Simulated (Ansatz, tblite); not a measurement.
**Fac-CoF3(H2O)3 (CoF₃H₆O₃): one state, many levels**

How do method and basis change the picture of fac-CoF3(H2O)3 (CoF₃H₆O₃) (singlet)?

Program: Ansatz 0.2.0, Gaussian basis. Level of theory: as each input shows. These are calculated values, not measurements.

The runs, in order: GFN1-xTB, GFN2-xTB, PBE-D4/def2-TZVP, r2SCAN-D4/def2-TZVP, revPBE-D4/def2-TZVP, LDA/def2-TZVP, r2SCANh-D4/def2-TZVP, PBE-D4/def2-SVP, PBE0-D4/def2-SVP, HF/STO-3G, CCSD(T)/def2-SVP, MP2/def2-TZVP.

1 further run of the same task is left out (set aside as unsound or not needed). Runs told in other sessions of the task aren't counted.

## (1) The geometry

The singlet was relaxed beforehand with r2SCAN-D4/def2-SVP.

13 atoms, charge 0, spin multiplicity 1.

Bond lengths: Co1–F2 1.812 Å, Co1–F3 1.812 Å, Co1–F4 1.812 Å, Co1–O5 1.961 Å, Co1–O6 1.961 Å, Co1–O7 1.961 Å, O5–H8 0.985 Å, O5–H9 0.985 Å, O6–H10 0.985 Å, O6–H11 0.985 Å, O7–H12 0.985 Å, O7–H13 0.985 Å. Angles: F2–Co1–F3 98.3°, F2–Co1–F4 98.3°, F2–Co1–O5 179.6°, F2–Co1–O6 81.4°, F2–Co1–O7 81.5°, F3–Co1–F4 98.3°, F3–Co1–O5 81.5°, F3–Co1–O6 179.6°, F3–Co1–O7 81.4°, F4–Co1–O5 81.4°, F4–Co1–O6 81.5°, F4–Co1–O7 179.6°, O5–Co1–O6 98.8°, O5–Co1–O7 98.8°, O6–Co1–O7 98.8°, Co1–O5–H8 91.1°, Co1–O5–H9 91.1°, H8–O5–H9 102.2° and more.

No spin-orbit coupling is included.

PBE0-D4/def2-TZVP was run before; its log isn't repeated, and its numbers join the tables.

## (2) GFN1-xTB

Tight binding, by tblite at 300 K electronic temperature and without a spin-polarisation term:

```python
tblite.interface.Calculator('GFN1-xTB', numbers, positions, charge=0, uhf=0).singlepoint()
```

Energy -987.9963 eV, HOMO -12.16 eV, LUMO -10.11 eV; 0.007 s.

## (3) GFN2-xTB

Tight binding, by tblite at 300 K electronic temperature and without a spin-polarisation term:

```python
tblite.interface.Calculator('GFN2-xTB', numbers, positions, charge=0, uhf=0).singlepoint()
```

Energy -904.8241 eV, HOMO -10.42 eV, LUMO -8.32 eV; 0.005 s.

## (4) PBE-D4/def2-TZVP

start.molden holds the orbitals of an earlier run on this state, given as this run's starting guess.

Contents of in.yaml:

```yaml
crystal:
  periodic: [false, false, false]
  atoms:
    - {symbol: Co, position_ang: [0.118515, 0.119524, 0.115058]}
    - {symbol: F, position_ang: [-0.125206, 0.139440, 1.910372]}
    - {symbol: F, position_ang: [1.911940, -0.137962, 0.097519]}
    - {symbol: F, position_ang: [0.108459, 1.908809, -0.169945]}
    - {symbol: O, position_ang: [0.391970, 0.107000, -1.826919]}
    - {symbol: O, position_ang: [-1.820899, 0.407728, 0.142828]}
    - {symbol: O, position_ang: [0.138478, -1.815370, 0.432724]}
    - {symbol: H, position_ang: [1.356186, -0.054828, -1.709830]}
    - {symbol: H, position_ang: [0.347562, 1.090217, -1.858655]}
    - {symbol: H, position_ang: [-1.700633, 1.368363, -0.036989]}
    - {symbol: H, position_ang: [-1.830064, 0.379049, 1.127131]}
    - {symbol: H, position_ang: [-0.018063, -1.679178, 1.395295]}
    - {symbol: H, position_ang: [1.121744, -1.832783, 0.381400]}
basis:
  gaussian: {orbitals: def2-TZVP, initial_orbitals: start.molden}
hamiltonian: {xc: pbe, dispersion: d4}
scf: {omitted_lower_state_checks: [starts]}
output: {forces: true, orbitals: {seedname: orbitals}}
```

Command:

```console
$ ansatz run in.yaml --threads 4 --pin off --events-out ev --progress --plain --max-ram 4787MiB
```

The program printed, cut to the lines that bear on the results:

```text
Functional definition: PBE
  name "PBE"
  cite "Perdew, Burke & Ernzerhof, Phys. Rev. Lett. 77, 3865 (1996) doi:10.1103/PhysRevLett.77.3865"
  parent pbe
[...]
1639 factors; their error is unknown
[...]
mean field -52006.46369408 eV, -1911.2022895103 hartree, gradient 8.0e-6 eV, S^2 0.000000; 0 other end points of the search recorded, 0 dependent functions left out
[...]
reference -52006.46373551 eV, -1911.2022910327 hartree; 42, 42 occupied and 225, 225 virtual orbitals, 1639 factors
Total energy: -52006.71211821 eV, -1911.2114189285 hartree
Atom 0 at     0.118515     0.119524     0.115058 Å, force    -0.324654    -0.327804    -0.316586 eV/Å
Atom 1 at    -0.125206     0.139440     1.910372 Å, force    -0.017196     0.058309     0.564060 eV/Å
Atom 2 at     1.911940    -0.137962     0.097519 Å, force     0.566034    -0.020590     0.045701 eV/Å
Atom 3 at     0.108459     1.908809    -0.169945 Å, force     0.049463     0.565152    -0.030782 eV/Å
Atom 4 at     0.391970     0.107000    -1.826919 Å, force    -0.201555    -0.195311    -0.138115 eV/Å
Atom 5 at    -1.820899     0.407728     0.142828 Å, force    -0.145044    -0.203135    -0.188256 eV/Å
Atom 6 at     0.138478    -1.815370     0.432724 Å, force    -0.194713    -0.146984    -0.195925 eV/Å
Atom 7 at     1.356186    -0.054828    -1.709830 Å, force     0.293203    -0.120092    -0.040943 eV/Å
Atom 8 at     0.347562     1.090217    -1.858655 Å, force    -0.073278     0.295992    -0.095443 eV/Å
Atom 9 at    -1.700633     1.368363    -0.036989 Å, force    -0.041917     0.291571    -0.123951 eV/Å
Atom 10 at    -1.830064     0.379049     1.127131 Å, force    -0.089901    -0.067756     0.298961 eV/Å
Atom 11 at    -0.018063    -1.679178     1.395295 Å, force    -0.117070    -0.036511     0.294701 eV/Å
Atom 12 at     1.121744    -1.832783     0.381400 Å, force     0.296627    -0.092842    -0.073422 eV/Å
Dipole moment:    -0.328354    -0.331042    -0.318358 e Å
Checks for a lower state left out: starts
```

It took 4.2 s on 4 threads of Arm Neoverse V1, shared host.

Report: HOMO -5.90 eV, LUMO -4.04 eV.

## (5) r2SCAN-D4/def2-TZVP

in.yaml, as its differences from that of step 4:

```diff
@@ -18,4 +18,4 @@
   gaussian: {orbitals: def2-TZVP, initial_orbitals: start.molden}
-hamiltonian: {xc: pbe, dispersion: d4}
+hamiltonian: {xc: r2scan, dispersion: d4}
 scf: {omitted_lower_state_checks: [starts]}
-output: {forces: true, orbitals: {seedname: orbitals}}
+output: {orbitals: {seedname: orbitals}}
```

Same command.

The program printed:

```text
Functional definition: r2SCAN
  name "r2SCAN"
  cite "Furness, Kaplan, Ning, Perdew & Sun, J. Phys. Chem. Lett. 11, 8208 (2020) doi:10.1021/acs.jpclett.0c02405"
  cite "Furness, Kaplan, Ning, Perdew & Sun, J. Phys. Chem. Lett. 11, 9248 (2020) doi:10.1021/acs.jpclett.0c03077"
  parent r2scan
  parameter k0 = 0.174
  parameter k1 = 0.065
  parameter a1 = 4.9479
  exchange = r2scan_x(k0 = k0, k1 = k1, a1 = a1)
  correlation = r2scan_c
these checks for a lower state are left out or cut short: starts
1639 factors; their error is unknown
mean field evaluation 1: about -52020.4881 eV, gradient 8.0e0 eV
mean field evaluation 2: about -52020.6005 eV, gradient 2.3e-1 eV
mean field evaluation 4: about -52020.5738 eV, gradient 9.3e-4 eV
mean field -52020.57379964 eV, -1911.7208263254 hartree, gradient 2.2e-5 eV, S^2 0.000000; 0 other end points of the search recorded, 0 dependent functions left out
reference -52020.57381097 eV, -1911.7208267419 hartree; 42, 42 occupied and 225, 225 virtual orbitals, 1639 factors
Total energy: -52020.63723208 eV, -1911.7231574244 hartree
Checks for a lower state left out: starts
```

It took 7 s on 4 threads of Arm Neoverse V1, shared host.

Report: HOMO -6.71 eV, LUMO -3.94 eV.

## (6) revPBE-D4/def2-TZVP

in.yaml, as its differences from that of step 5:

```diff
@@ -18,3 +18,3 @@
   gaussian: {orbitals: def2-TZVP, initial_orbitals: start.molden}
-hamiltonian: {xc: r2scan, dispersion: d4}
+hamiltonian: {xc: {name: revPBE}, dispersion: d4}
 scf: {omitted_lower_state_checks: [starts]}
```

The command is unchanged.

The program printed:

```text
Functional definition: revPBE
  name "revPBE"
  cite "Zhang & Yang, Phys. Rev. Lett. 80, 890 (1998) doi:10.1103/PhysRevLett.80.890"
  cite "Perdew, Burke & Ernzerhof, Phys. Rev. Lett. 77, 3865 (1996) doi:10.1103/PhysRevLett.77.3865"
  parameter kappa = 1.245
  parameter beta = 0.06672455060314922
  exchange = pbe_x(kappa = kappa, mu = beta*pi^2/3)
  correlation = pbe_c(beta = beta)
these checks for a lower state are left out or cut short: starts
1639 factors; their error is unknown
mean field evaluation 1: about -52018.7590 eV, gradient 1.6e1 eV
mean field evaluation 2: about -52019.1337 eV, gradient 6.6e-1 eV
mean field evaluation 4: about -52019.1043 eV, gradient 5.0e-1 eV
mean field evaluation 8: about -52019.1045 eV, gradient 1.5e-5 eV
mean field -52019.10452855 eV, -1911.6668316089 hartree, gradient 1.5e-5 eV, S^2 0.000000; 0 other end points of the search recorded, 0 dependent functions left out
reference -52019.10458075 eV, -1911.6668335270 hartree; 42, 42 occupied and 225, 225 virtual orbitals, 1639 factors
Total energy: -52019.89576462 eV, -1911.6959089979 hartree
Checks for a lower state left out: starts
```

Wall time 3.4 s (4 threads of Arm Neoverse V1, shared host).

HOMO -5.81 eV, LUMO -3.92 eV.

## (7) LDA/def2-TZVP

in.yaml, as its differences from that of step 6:

```diff
@@ -18,3 +18,3 @@
   gaussian: {orbitals: def2-TZVP, initial_orbitals: start.molden}
-hamiltonian: {xc: {name: revPBE}, dispersion: d4}
+hamiltonian: {xc: lda}
 scf: {omitted_lower_state_checks: [starts]}
```

The command is unchanged.

The program printed:

```text
Functional definition: SPW92
  name "SPW92"
  cite "Dirac, Proc. Camb. Phil. Soc. 26, 376 (1930) doi:10.1017/S0305004100016108"
  cite "Slater, Phys. Rev. 81, 385 (1951) doi:10.1103/PhysRev.81.385"
  cite "Perdew & Wang, Phys. Rev. B 45, 13244 (1992) doi:10.1103/PhysRevB.45.13244"
  exchange = slater_x
  correlation = pw_c
these checks for a lower state are left out or cut short: starts
1639 factors; their error is unknown
mean field evaluation 1: about -51860.9532 eV, gradient 6.4e1 eV
mean field evaluation 2: about -51862.0478 eV, gradient 2.1e0 eV
mean field evaluation 4: about -51862.0488 eV, gradient 4.8e-1 eV
mean field evaluation 8: about -51862.0490 eV, gradient 1.1e-5 eV
mean field -51862.04902816 eV, -1905.8951484255 hartree, gradient 1.1e-5 eV, S^2 0.000000; 0 other end points of the search recorded, 0 dependent functions left out
reference -51862.04906606 eV, -1905.8951498183 hartree; 42, 42 occupied and 225, 225 virtual orbitals, 1639 factors
Total energy: -51862.04906606 eV, -1905.8951498183 hartree
Checks for a lower state left out: starts
```

Run time: 2.1 s. Hardware: 4 threads of Arm Neoverse V1, shared host.

HOMO -6.05 eV, LUMO -4.44 eV.

## (8) r2SCANh-D4/def2-TZVP

in.yaml, as its differences from that of step 7:

```diff
@@ -18,3 +18,3 @@
   gaussian: {orbitals: def2-TZVP, initial_orbitals: start.molden}
-hamiltonian: {xc: lda}
+hamiltonian: {xc: {name: r2SCANh}, dispersion: d4}
 scf: {omitted_lower_state_checks: [starts]}
```

The command is unchanged.

The program printed, cut to the lines that bear on the results:

```text
Functional definition: r2SCANh
  name "r2SCANh"
  cite "Bursch, Neugebauer, Ehlert & Grimme, J. Chem. Phys. 156, 134105 (2022) doi:10.1063/5.0086040"
  cite "Furness, Kaplan, Ning, Perdew & Sun, J. Phys. Chem. Lett. 11, 8208 (2020) doi:10.1021/acs.jpclett.0c02405"
  cite "Furness, Kaplan, Ning, Perdew & Sun, J. Phys. Chem. Lett. 11, 9248 (2020) doi:10.1021/acs.jpclett.0c03077"
  parent r2scan
[...]
1661 factors; their error is unknown
[...]
mean field -52018.80632181 eV, -1911.6558727133 hartree, gradient 1.8e-5 eV, S^2 0.000000; 0 other end points of the search recorded, 0 dependent functions left out
reference -52018.80633197 eV, -1911.6558730867 hartree; 42, 42 occupied and 225, 225 virtual orbitals, 1661 factors
Total energy: -52018.87267577 eV, -1911.6583111764 hartree
Checks for a lower state left out: starts
```

Wall time 8.5 s (4 threads of Arm Neoverse V1, shared host); peak memory 0.99 GiB.

HOMO -7.95 eV, LUMO -3.49 eV.

## (9) PBE-D4/def2-SVP

in.yaml, as its differences from that of step 8:

```diff
@@ -17,4 +17,4 @@
 basis:
-  gaussian: {orbitals: def2-TZVP, initial_orbitals: start.molden}
-hamiltonian: {xc: {name: r2SCANh}, dispersion: d4}
+  gaussian: {orbitals: def2-SVP, initial_orbitals: start.molden}
+hamiltonian: {xc: pbe, dispersion: d4}
 scf: {omitted_lower_state_checks: [starts]}
```

Launched as before.

The program printed:

```text
Functional definition: PBE
  name "PBE"
  cite "Perdew, Burke & Ernzerhof, Phys. Rev. Lett. 77, 3865 (1996) doi:10.1103/PhysRevLett.77.3865"
  parent pbe
  parameter kappa = 0.804
  parameter beta = 0.06672455060314922
  exchange = pbe_x(kappa = kappa, mu = beta*pi^2/3)
  correlation = pbe_c(beta = beta)
these checks for a lower state are left out or cut short: starts
1607 factors; their error is unknown
mean field evaluation 1: about -51982.5730 eV, gradient 1.9e1 eV
mean field evaluation 2: about -51983.4348 eV, gradient 9.5e-1 eV
mean field evaluation 4: about -51983.3750 eV, gradient 8.9e-2 eV
mean field -51983.37497648 eV, -1910.3537947885 hartree, gradient 3.6e-5 eV, S^2 0.000000; 0 other end points of the search recorded, 0 dependent functions left out
reference -51983.37504944 eV, -1910.3537974699 hartree; 42, 42 occupied and 103, 103 virtual orbitals, 1607 factors
Total energy: -51983.62343214 eV, -1910.3629253658 hartree
Checks for a lower state left out: starts
```

Run time: 1.7 s. Hardware: 4 threads of Arm Neoverse V1, shared host.

From the report: HOMO -5.46 eV, LUMO -3.61 eV.

## (10) PBE0-D4/def2-SVP

in.yaml, as its differences from that of step 9:

```diff
@@ -18,3 +18,3 @@
   gaussian: {orbitals: def2-SVP, initial_orbitals: start.molden}
-hamiltonian: {xc: pbe, dispersion: d4}
+hamiltonian: {xc: pbe0, dispersion: d4}
 scf: {omitted_lower_state_checks: [starts]}
```

Same command.

The program printed:

```text
Functional definition: PBE0
  name "PBE0"
  cite "Adamo & Barone, J. Chem. Phys. 110, 6158 (1999) doi:10.1063/1.478522"
  cite "Perdew, Burke & Ernzerhof, Phys. Rev. Lett. 77, 3865 (1996) doi:10.1103/PhysRevLett.77.3865"
  parent pbe
  parameter a = 0.25
  parameter kappa = 0.804
  parameter beta = 0.06672455060314922
  exchange = (1 - a)*pbe_x(kappa = kappa, mu = beta*pi^2/3) + a*exact_x
  correlation = pbe_c(beta = beta)
these checks for a lower state are left out or cut short: starts
1412 factors; integrals over basis functions are off by at most 1.4e-3 eV
mean field evaluation 1: about -51981.9096 eV, gradient 1.6e1 eV
mean field evaluation 2: about -51982.3799 eV, gradient 3.6e-1 eV
mean field evaluation 4: about -51982.7466 eV, gradient 2.1e-3 eV
mean field -51982.74660866 eV, -1910.3307026969 hartree, gradient 4.1e-5 eV, S^2 0.000000; 0 other end points of the search recorded, 0 dependent functions left out
reference -51982.74666313 eV, -1910.3307046988 hartree; 42, 42 occupied and 103, 103 virtual orbitals, 1412 factors
Total energy: -51982.95549323 eV, -1910.3383790633 hartree
Checks for a lower state left out: starts
```

Run time: 2.7 s. Hardware: 4 threads of Arm Neoverse V1, shared host.

HOMO -8.88 eV, LUMO -2.65 eV.

## (11) HF/STO-3G

in.yaml, as its differences from that of step 10:

```diff
@@ -17,4 +17,4 @@
 basis:
-  gaussian: {orbitals: def2-SVP, initial_orbitals: start.molden}
-hamiltonian: {xc: pbe0, dispersion: d4}
+  gaussian: {orbitals: STO-3G}
+hamiltonian: {xc: hf}
 scf: {omitted_lower_state_checks: [starts]}
```

Launched as before.

The program printed:

```text
Functional definition: HF
  name "HF"
  cite "Fock, Z. Phys. 61, 126 (1930) doi:10.1007/BF01340294"
  parent pbe
  exchange = exact_x
  correlation = 0
these checks for a lower state are left out or cut short: starts
693 factors; integrals over basis functions are off by at most 3.6e-4 eV
mean field evaluation 1: about -51250.4798 eV, gradient 8.4e1 eV
mean field evaluation 2: about -51251.0081 eV, gradient 8.4e1 eV
mean field evaluation 4: about -51295.6472 eV, gradient 3.5e1 eV
mean field evaluation 8: about -51303.5433 eV, gradient 1.5e0 eV
mean field evaluation 16: about -51303.5364 eV, gradient 1.2e-5 eV
mean field -51303.53638302 eV, -1885.3701872901 hartree, gradient 2.2e-5 eV, S^2 0.000000; 0 other end points of the search recorded, 0 dependent functions left out
reference -51303.53638302 eV, -1885.3701872901 hartree; 42, 42 occupied and 12, 12 virtual orbitals, 693 factors
Total energy: -51303.53638302 eV, -1885.3701872901 hartree
Checks for a lower state left out: starts
```

It took 0.35 s on 4 threads of Arm Neoverse V1, shared host.

Report: HOMO -7.99 eV, LUMO 10.43 eV.

## (12) CCSD(T)/def2-SVP

in.yaml, as its differences from that of step 11:

```diff
@@ -17,4 +17,4 @@
 basis:
-  gaussian: {orbitals: STO-3G}
-hamiltonian: {xc: hf}
+  gaussian: {orbitals: def2-SVP, initial_orbitals: start.molden}
+correlation: {method: ccsd_t}
 scf: {omitted_lower_state_checks: [starts]}
```

Launched as before.

The program printed, cut to the lines that bear on the results:

```text
Functional definition: HF
  name "HF"
  cite "Fock, Z. Phys. 61, 126 (1930) doi:10.1007/BF01340294"
  parent pbe
[...]
1412 factors; integrals over basis functions are off by at most 1.4e-3 eV
[...]
mean field -51897.51667538 eV, -1907.1985604199 hartree, gradient 3.9e-6 eV, S^2 0.000000; 0 other end points of the search recorded, 0 dependent functions left out; unrestricted orbitals would lower it
11 core orbitals not correlated: weight in the atoms' cores, before any rotation towards them, 1.000 or more for the frozen orbitals, at most 0.000 for the correlated occupied ones
reference -51897.51667538 eV, -1907.1985604199 hartree; 31, 31 occupied and 103, 103 virtual orbitals, 1412 factors
second order -42.03766126 eV of doubles, -0.00000000 eV of singles
cycle   1  -41.39195390 eV  change    6.5e-1 eV  update   2.3e-1
[...]
cycle  16  -43.28079167 eV  change   -3.5e-5 eV  update   1.7e-5
perturbative correction -1.19299041 eV, -0.0438415889 hartree
Total energy: -51941.99045746 eV, -1908.8329417658 hartree
Checks for a lower state left out: starts
```

It took 79 s on 4 threads of Arm Neoverse V1, shared host; peak memory 1.5 GiB.

Report: Hartree-Fock HOMO -14.97 eV, LUMO 2.78 eV; T1 0.027. Doubts: restricted state is unstable towards broken spin symmetry.

## (13) MP2/def2-TZVP

in.yaml, as its differences from that of step 12:

```diff
@@ -17,4 +17,4 @@
 basis:
-  gaussian: {orbitals: def2-SVP, initial_orbitals: start.molden}
-correlation: {method: ccsd_t}
+  gaussian: {orbitals: def2-TZVP, initial_orbitals: start.molden}
+correlation: {method: mp2}
 scf: {omitted_lower_state_checks: [starts]}
```

Launched as before.

The program printed, cut to the lines that bear on the results:

```text
Functional definition: HF
  name "HF"
  cite "Fock, Z. Phys. 61, 126 (1930) doi:10.1007/BF01340294"
  parent pbe
[...]
1970 factors; integrals over basis functions are off by at most 1.9e-3 eV
[...]
mean field -51920.40555309 eV, -1908.0397111611 hartree, gradient 7.1e-6 eV, S^2 0.000000; 0 other end points of the search recorded, 0 dependent functions left out; unrestricted orbitals would lower it
11 core orbitals not correlated: weight in the atoms' cores, before any rotation towards them, 1.000 or more for the frozen orbitals, at most 0.000 for the correlated occupied ones
reference -51920.40555309 eV, -1908.0397111611 hartree; 31, 31 occupied and 225, 225 virtual orbitals, 1970 factors
second order -56.48528704 eV of doubles, -0.00000000 eV of singles
Total energy: -51976.89084013 eV, -1910.1155071727 hartree
Checks for a lower state left out: starts
```

Run time: 11 s. Hardware: 4 threads of Arm Neoverse V1, shared host; peak memory 0.88 GiB.

From the report: Hartree-Fock HOMO -15.10 eV, LUMO 2.82 eV. Doubts: restricted state is unstable towards broken spin symmetry.

## (14) Comparison

```
               level  functions  HOMO (eV)  LUMO (eV)  gap (eV)    time
           HF/STO-3G         54      -7.99      10.43     18.42  0.35 s
       LDA/def2-TZVP        267      -6.05      -4.44      1.60   2.1 s
     PBE-D4/def2-SVP        145      -5.46      -3.61      1.85   1.7 s
    PBE-D4/def2-TZVP        267      -5.90      -4.04      1.86   4.2 s
 revPBE-D4/def2-TZVP        267      -5.81      -3.92      1.89   3.4 s
 r2SCAN-D4/def2-TZVP        267      -6.71      -3.94      2.77     7 s
r2SCANh-D4/def2-TZVP        267      -7.95      -3.49      4.46   8.5 s
    PBE0-D4/def2-SVP        145      -8.88      -2.65      6.23   2.7 s
   PBE0-D4/def2-TZVP        267      -9.15      -2.87      6.28   6.5 s
```

The pieces so far (eV):

```csv
basis,HF,MP2 correlation,CCSD correlation,(T),total
def2-SVP,-51897.5167,-42.0377,-43.2808,-1.1930,-51941.9905
def2-TZVP,-51920.4056,-56.4853,,,-51976.8908 (MP2)
```

The correlation energy is far from converged in these sets, so it jumps between bases; where outer-core shells are correlated, the sets cover them unevenly.

## (15) Binding energy

Free atoms were run apart at each level; binding is atoms less cluster, divided by the number of atoms, without zero-point or spin-orbit terms.

| level | binding an atom (eV) |
| --- | --- |
| HF/def2-SVP | 2.050 |
| HF/def2-TZVP | 2.017 |
| LDA/def2-TZVP | 4.185 |
| PBE-D4/def2-SVP | 3.653 |
| PBE-D4/def2-TZVP | 3.544 |
| revPBE-D4/def2-TZVP | 3.398 |
| r2SCAN-D4/def2-TZVP | 3.477 |
| r2SCANh-D4/def2-TZVP | 3.400 |
| PBE0-D4/def2-SVP | 3.398 |
| PBE0-D4/def2-TZVP | 3.335 |
| MP2/def2-SVP | 3.234 |
| MP2/def2-TZVP | 3.286 |
| CCSD/def2-SVP | 3.134 |
| CCSD(T)/def2-SVP | 3.201 |

## (16) What came out

| quantity | value |
| --- | --- |
| gap in def2-TZVP, named functionals, smallest and largest | 1.60 eV (LDA), 6.28 eV (PBE0-D4) |
| correlation energy, CCSD(T)/def2-SVP | -44.47 eV |
| correlation energy, MP2/def2-TZVP | -56.49 eV |
| binding an atom, functionals in def2-TZVP | 3.34 (PBE0-D4) to 4.19 eV (LDA) |
| PBE0 total energy, smallest basis above largest | 22.76 eV (def2-SVP, def2-TZVP) |

Over the named functionals in def2-TZVP the gap runs from 1.60 eV (LDA) to 6.28 eV (PBE0-D4); exact exchange widens it. Notes on CCSD(T)/def2-SVP and its Hartree-Fock reference, which MP2 shares: restricted state is unstable towards broken spin symmetry.

The slowest run with a step of its own, CCSD(T)/def2-SVP, took 79 s; the quickest functional in def2-TZVP took 2.1 s (shared host).
